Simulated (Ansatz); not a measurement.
# CH₃ClF₂OSi: up Jacob's ladder to CCSD(T)

One table from this session's results is given with a row withheld; the runs are named, their logs left out.

Computed with Ansatz 0.2.0, Gaussian basis. Level: functionals in def2-TZVPP, the program's frozen cores in correlated methods.

The runs, in order: PBE-D4, r2SCAN-D4, PBE0-D4, B3LYP-D4, ωB97X-V, ωB97M-V, B2PLYP; CCSD(T)/def2-TZVPP; MP2/def2-QZVPP; extrapolation to the limit.

## The relaxed structure

An earlier PBE0-D4 in a triple-zeta def2 set relaxation fixed the geometry.

SMILES `OC(F)(F)[SiH2]Cl`, 9 atoms, charge 0, spin multiplicity 1.

Atoms are counted from 1 here; the program's logs count them from 0.

Bond lengths: O1–C2 1.348 Å, O1–H7 0.968 Å, C2–F3 1.366 Å, C2–F4 1.374 Å, C2–Si5 1.925 Å, Si5–Cl6 2.039 Å, Si5–H8 1.477 Å, Si5–H9 1.477 Å. Angles: C2–O1–H7 109.1°, O1–C2–F3 110.4°, O1–C2–F4 110.3°, O1–C2–Si5 111.8°, F3–C2–F4 104.4°, F3–C2–Si5 111.5°, F4–C2–Si5 108.2°, C2–Si5–Cl6 108.9°, C2–Si5–H8 107.3°, C2–Si5–H9 108.3°, Cl6–Si5–H8 109.8°, Cl6–Si5–H9 110.0°, H8–Si5–H9 112.5°.

Coordinates:

```
O     1.5778   -0.3328    0.3434
C     0.2637   -0.6249    0.2738
F    -0.2235   -0.9235    1.5141
F     0.0679   -1.7723   -0.4563
Si   -0.7402    0.7929   -0.5555
Cl   -0.5636    2.4783    0.5792
H     2.0413   -1.0592    0.7840
H    -2.1533    0.3645   -0.5976
H    -0.1815    1.0306   -1.9023
```

The first run:

The input, in.yaml:

```yaml
crystal:
  periodic: [false, false, false]
  atoms:
    - {symbol: O, position_ang: [1.577794, -0.332800, 0.343435]}
    - {symbol: C, position_ang: [0.263738, -0.624905, 0.273829]}
    - {symbol: F, position_ang: [-0.223510, -0.923454, 1.514092]}
    - {symbol: F, position_ang: [0.067862, -1.772321, -0.456252]}
    - {symbol: Si, position_ang: [-0.740237, 0.792903, -0.555549]}
    - {symbol: Cl, position_ang: [-0.563590, 2.478299, 0.579163]}
    - {symbol: H, position_ang: [2.041305, -1.059179, 0.783951]}
    - {symbol: H, position_ang: [-2.153341, 0.364466, -0.597568]}
    - {symbol: H, position_ang: [-0.181522, 1.030589, -1.902301]}
basis:
  gaussian: {orbitals: def2-TZVPP}
hamiltonian: {xc: pbe, dispersion: d4}
output: {forces: true, orbitals: {seedname: orbitals}}
```

The run is started by

```
$ ansatz run in.yaml --threads 4 --pin off --events-out ev --progress --plain --max-ram 10444MiB
```

Among the steps run: PBE-D4 (GGA); r2SCAN-D4 (meta-GGA); PBE0-D4 (hybrid); B3LYP-D4 (hybrid); ωB97X-V (range-separated); ωB97M-V (range-separated); B2PLYP (double hybrid); CCSD(T) in def2-TZVPP; MP2 in def2-QZVPP.

One of the session's tables, all rows but one given; the rest of the session is left out.

```
            method  atomisation energy (kJ/mol)
            PBE-D4                       3312.3
         r2SCAN-D4                       3238.3
           PBE0-D4                       3212.4
          B3LYP-D4                       3190.6
           ωB97X-V                       3240.1
           ωB97M-V                       3237.0
            B2PLYP                            ?
     HF/def2-TZVPP                       2223.1
    MP2/def2-TZVPP                       3230.9
   CCSD/def2-TZVPP                       3054.7
CCSD(T)/def2-TZVPP                       3118.4
           MP2/CBS                       3335.5
       CCSD(T)/CBS                       3223.0
```

Estimate the missing values for B2PLYP.

The run gave: atomisation energy (kJ/mol): 3166.3. In the column «atomisation energy (kJ/mol)» it lies between CCSD(T)/def2-TZVPP (3118.4) and B3LYP-D4 (3190.6).
